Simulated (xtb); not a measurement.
# doublet C2H5BF2O− at GFN0-xTB

Wanted: an optimisation with harmonic vibrations of doublet C2H5BF2O−. 

The results are computed with xtb 6.7.1.

4 further runs of the same task are left out: 4 set aside as unsound or not needed.

### 1 The structure to begin with

C2H5BF2O−: 11 atoms, total charge -1, spin state doublet. SMILES of the parent species: `BC(F)C(O)F`. The shape was relaxed beforehand at GFN2-xTB. This is one conformer, not always the lowest. The run starts from this shape.

Bond lengths: B1–C2 1.579 Å, C2–F3 1.389 Å, C2–C4 1.537 Å, C4–O5 1.369 Å, C4–F6 1.387 Å, B1–H7 1.163 Å, B1–H8 1.163 Å, C2–H9 1.101 Å, C4–H10 1.105 Å, O5–H11 0.966 Å. Some angles: B1–C2–F3 114.5°, B1–C2–C4 114.4°, F3–C2–C4 107.7°, C2–C4–O5 109.2°, C2–C4–F6 110.6°, O5–C4–F6 108.9°, B1–C2–H9 109.0°, F3–C2–H9 105.2°, C4–C2–H9 105.2°, C2–B1–H7 119.7°.

### 2 An optimisation with harmonic vibrations at GFN0-xTB

Contents of start.xyz:

```xyz
11

B     -1.37400    -0.54488    -0.76777
C      0.13915    -0.09361    -0.77039
F      0.46871     0.81200    -1.77000
C      0.63269     0.48447     0.56556
O      0.98116    -0.54448     1.39897
F     -0.36471     1.23497     1.17111
H     -2.08858    -0.17161    -1.60630
H     -1.71986    -1.25729     0.08442
H      0.77478    -0.97350    -0.95632
H      1.45400     1.20186     0.38665
H      1.16207    -0.20483     2.28478
```

On the command line:

```
$ xtb --ohess vtight --chrg -1 -u 1 --dipole --gfn0 -- start.xyz > start.out 2> xtb.err
```

Q: Predict the results. Wanted: total energy at the end; HOMO energy; LUMO energy; dispersion energy; mean polarisability; lowest harmonic wavenumber; highest harmonic wavenumber; zero-point energy.

**Answer.** As computed:

At GFN0-xTB:

| quantity | value |
| --- | --- |
| total energy at the end | -20.79816 Eh |
| HOMO energy (partly filled) | -10.48 eV |
| LUMO energy | -5.86 eV |
| dispersion energy | -5.75 kJ/mol |
| mean polarisability (D4 model) | 54.0 bohr³ |
| lowest harmonic wavenumber | 2 cm⁻¹ |
| highest harmonic wavenumber | 3358 cm⁻¹ |
| zero-point energy | 171.7 kJ/mol |

In words: At the final geometry: Bond lengths: B1–C2 1.496 Å, C2–C4 1.466 Å, C4–O5 1.386 Å, C4–F6 1.377 Å, B1–H7 1.182 Å, B1–H8 1.182 Å, C2–H9 1.082 Å, C4–H10 1.099 Å, O5–H11 0.964 Å. Some angles: B1–C2–C4 124.4°, C2–C4–O5 114.2°, C2–C4–F6 110.4°, O5–C4–F6 108.3°, B1–C2–H9 121.7°, C4–C2–H9 113.9°, C2–B1–H7 120.5°, C2–B1–H8 121.0°, C2–C4–H10 108.7°, O5–C4–H10 111.3°. All 27 modes are real, though the softest (2 cm⁻¹) is within numerical noise.
